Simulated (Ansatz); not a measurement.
**YTe: strong compression**

An exercise on one series of results from a longer session: the logs are not shown, and one member is left open.

The COD entry's cell or inner coordinates are ideal or old and differ from later refinements, so a difference from it is no clean test against experiment.

Method: DFT LDA, with the methods named in each step, in Ansatz 0.2.0.

### The structure to begin with

The structure is cubic, space group Fm-3m (No. 225). The conventional cell has a = 6.080 Å, b = 6.080 Å, c = 6.080 Å, α = 90.00°, β = 90.00°, γ = 90.00°. Around Y (site symmetry m-3m) lie 6 Te at 3.04 Å. Te (site symmetry m-3m) is surrounded by 6 Y at 3.04 Å.

Structure file:

```cif
data_structure
_symmetry_space_group_name_H-M 'P 1'
_symmetry_Int_Tables_number 1
_cell_length_a 4.2992
_cell_length_b 4.2992
_cell_length_c 4.2992
_cell_angle_alpha 60.000
_cell_angle_beta 60.000
_cell_angle_gamma 60.000
_cell_volume 56.19
loop_
_atom_site_label
_atom_site_type_symbol
_atom_site_fract_x
_atom_site_fract_y
_atom_site_fract_z
_atom_site_occupancy
Y1 Y 0.50000 0.50000 0.50000 1
Te1 Te 0.00000 0.00000 0.00000 1
```

Whether this phase is the stable one at these pressures isn't tested.

Atoms are numbered in the order of the input: Y1, Te2.

The first run:

Input file input.yaml:

```yaml
crystal:
  lattice:
    - [0.0, 3.04, 3.04]
    - [3.04, 0.0, 3.04]
    - [3.04, 3.04, 0.0]
  atoms:
    - { symbol: "Y", position: [0.5, 0.5, 0.5] }
    - { symbol: Te, position: [0.0, 0.0, 0.0] }
kpoints:
  mp_grid: { grid: [10, 10, 10] }
  band_path:
    path:
      - [0.0, 0.0, 0.0]
      - [0.5, 0.0, 0.5]
      - [0.625, 0.25, 0.625]
      - [0.375, 0.375, 0.75]
      - [0.0, 0.0, 0.0]
      - [0.5, 0.5, 0.5]
      - [0.5, 0.25, 0.75]
      - [0.5, 0.0, 0.5]
    npoints: 14
scf:
  occupations: { method: fermi_dirac, width: 0.05 }
hamiltonian:
  xc: lda
  pseudopotentials: { kind: all_electron, lapw: { basis_error: 0.001 } }
output:
  forces: true
  stress: true
  eigenvalues: true
  populations: true
```

The run is started by

```console
$ ansatz run input.yaml --threads 1 --pin off --max-ram 2048MiB --backend cpu --events-out ev --progress --plain --runs-dir out
```

Among the steps run: The reference volume, LAPW; Volume scaled by 1, crystal datasets; Volume scaled by 0.85, LAPW; Volume scaled by 0.75, LAPW; Volume scaled by 0.4, LAPW; Volume scaled by 0.4, norm-conserving.

One of the session's tables, all rows but one given; the rest of the session is left out.

| method | volume over the first | volume (Å³/atom) | pressure (GPa) |
| --- | --- | --- | --- |
| LAPW | 1 | 28.094 | -1.78 |
| LAPW | 0.85 | ? | ? |
| LAPW | 0.75 | 21.071 | 33.67 |
| LAPW | 0.4 | 11.238 | 400.78 |
| PAW | 1 | 28.094 | -1.80 |
| PAW | 0.85 | 23.880 | 13.46 |
| PAW | 0.75 | 21.071 | 33.63 |
| PAW | 0.4 | 11.238 | 400.65 |
| crystal datasets | 1 | 28.094 | -1.78 |
| norm-conserving | 0.4 | 11.238 | 399.01 |

**Question.** Estimate the row for LAPW, 0.85.

**Answer.** volume (Å³/atom): 23.880; pressure (GPa): 13.49.

Limits of these values: Warnings in the runs' records: gradients without spin orbit, crystal datasets made.
